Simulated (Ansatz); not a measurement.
# C₇H₁₆O: a ladder of functionals and wavefunction methods

One table from this session's results is given with a row withheld; the runs are named, their logs left out.

The runs use Ansatz 0.2.0, Gaussian basis; functionals in def2-TZVPP, the program's frozen cores in correlated methods.

Levels to be run: PBE-D4, r2SCAN-D4, PBE0-D4, B3LYP-D4, ωB97X-V, ωB97M-V, B2PLYP; CCSD(T)/def2-TZVPP; MP2/def2-QZVPP; extrapolation to the limit.

## The geometry

The geometry comes from an earlier relaxation with PBE0-D4 in a triple-zeta def2 set; it is a stationary point, not always the lowest conformer.

SMILES `CCCCC(O)CC`, 24 atoms, charge 0, spin multiplicity 1.

Atoms are counted from 1 here; the program's logs count them from 0.

Bond lengths: C1–C2 1.520 Å, C1–H9 1.093 Å, C1–H10 1.094 Å, C1–H11 1.093 Å, C2–C3 1.525 Å, C2–H12 1.097 Å, C2–H13 1.095 Å, C3–C4 1.529 Å, C3–H14 1.095 Å, C3–H15 1.094 Å, C4–C5 1.524 Å, C4–H16 1.098 Å, C4–H17 1.095 Å, C5–O6 1.420 Å, C5–C7 1.522 Å, C5–H18 1.094 Å, O6–H19 0.962 Å, C7–C8 1.520 Å and more. Angles: C2–C1–H9 111.0°, C2–C1–H10 111.2°, C2–C1–H11 111.8°, H9–C1–H10 107.7°, H9–C1–H11 107.2°, H10–C1–H11 107.7°, C1–C2–C3 115.2°, C1–C2–H12 109.1°, C1–C2–H13 109.0°, C3–C2–H12 108.9°, C3–C2–H13 108.4°, H12–C2–H13 105.9°, C2–C3–C4 114.8°, C2–C3–H14 110.0°, C2–C3–H15 107.8°, C4–C3–H14 108.7°, C4–C3–H15 109.2°, H14–C3–H15 106.0° and more.

Set-up of the first run:

in.yaml reads:

```yaml
crystal:
  periodic: [false, false, false]
  atoms:
    - {symbol: C, position_ang: [-0.535231, 1.758889, 1.683835]}
    - {symbol: C, position_ang: [-1.462408, 1.901212, 0.487612]}
    - {symbol: C, position_ang: [-0.887435, 1.419328, -0.839757]}
    - {symbol: C, position_ang: [-0.520452, -0.064186, -0.878746]}
    - {symbol: C, position_ang: [0.942158, -0.364425, -0.574921]}
    - {symbol: O, position_ang: [1.789944, 0.260982, -1.526304]}
    - {symbol: C, position_ang: [1.237343, -1.855307, -0.491381]}
    - {symbol: C, position_ang: [0.605049, -2.553204, 0.701274]}
    - {symbol: H, position_ang: [-0.984028, 2.193538, 2.580221]}
    - {symbol: H, position_ang: [0.417983, 2.265944, 1.509064]}
    - {symbol: H, position_ang: [-0.318138, 0.711392, 1.907226]}
    - {symbol: H, position_ang: [-2.394458, 1.358953, 0.688579]}
    - {symbol: H, position_ang: [-1.745313, 2.953773, 0.379701]}
    - {symbol: H, position_ang: [-0.000733, 2.007108, -1.100079]}
    - {symbol: H, position_ang: [-1.626198, 1.627064, -1.619850]}
    - {symbol: H, position_ang: [-0.728831, -0.475857, -1.875582]}
    - {symbol: H, position_ang: [-1.162895, -0.621988, -0.188827]}
    - {symbol: H, position_ang: [1.223180, 0.098049, 0.376304]}
    - {symbol: H, position_ang: [1.583225, -0.105686, -2.391471]}
    - {symbol: H, position_ang: [0.908063, -2.334541, -1.423327]}
    - {symbol: H, position_ang: [2.324793, -1.967843, -0.450738]}
    - {symbol: H, position_ang: [0.901677, -2.072573, 1.638077]}
    - {symbol: H, position_ang: [-0.486045, -2.542826, 0.654482]}
    - {symbol: H, position_ang: [0.918739, -3.597807, 0.754599]}
basis:
  gaussian: {orbitals: def2-TZVPP}
hamiltonian: {xc: pbe, dispersion: d4}
output: {forces: true, orbitals: {seedname: orbitals}}
```

The run is started by

```console
> ansatz run in.yaml --threads 4 --pin off --events-out ev --progress --plain --max-ram 66560MiB --backend cuda --devices 0, --max-vram 37GiB
```

Steps of the session up to this table: PBE-D4 (GGA); r2SCAN-D4 (meta-GGA); PBE0-D4 (hybrid); B3LYP-D4 (hybrid); ωB97X-V (range-separated); ωB97M-V (range-separated); B2PLYP (double hybrid); CCSD(T) in def2-TZVPP; MP2 in def2-QZVPP.

One of the session's tables, all rows but one given; the rest of the session is left out.

It belongs to the step «Atomisation energies». 

```
            method  atoms, summed (eV)  atomisation energy (kJ/mol)
            PBE-D4           -9458.006                       9725.6
         r2SCAN-D4           -9466.512                       9568.2
           PBE0-D4           -9460.659                       9611.3
          B3LYP-D4           -9473.565                       9551.0
           ωB97X-V           -9469.629                       9563.9
           ωB97M-V           -9467.050                       9577.3
            B2PLYP           -9464.636                       9454.2
     HF/def2-TZVPP           -9433.097                       7161.5
    MP2/def2-TZVPP           -9449.545                       9449.9
   CCSD/def2-TZVPP                   ?                            ?
CCSD(T)/def2-TZVPP           -9454.349                       9353.2
           MP2/CBS           -9452.511                       9651.4
       CCSD(T)/CBS           -9457.314                       9554.7
```

Q: Estimate the row for CCSD/def2-TZVPP from the others.

**Answer.** atoms, summed (eV): -9453.885; atomisation energy (kJ/mol): 9238.5. In the column «atoms, summed (eV)» it lies between CCSD(T)/def2-TZVPP (-9454.349) and MP2/CBS (-9452.511).

To keep in mind: Free atoms (7 C, 1 O, 16 H) were run apart at each level; the atomisation energy is their sum less the molecule, without zero-point or spin-orbit terms.
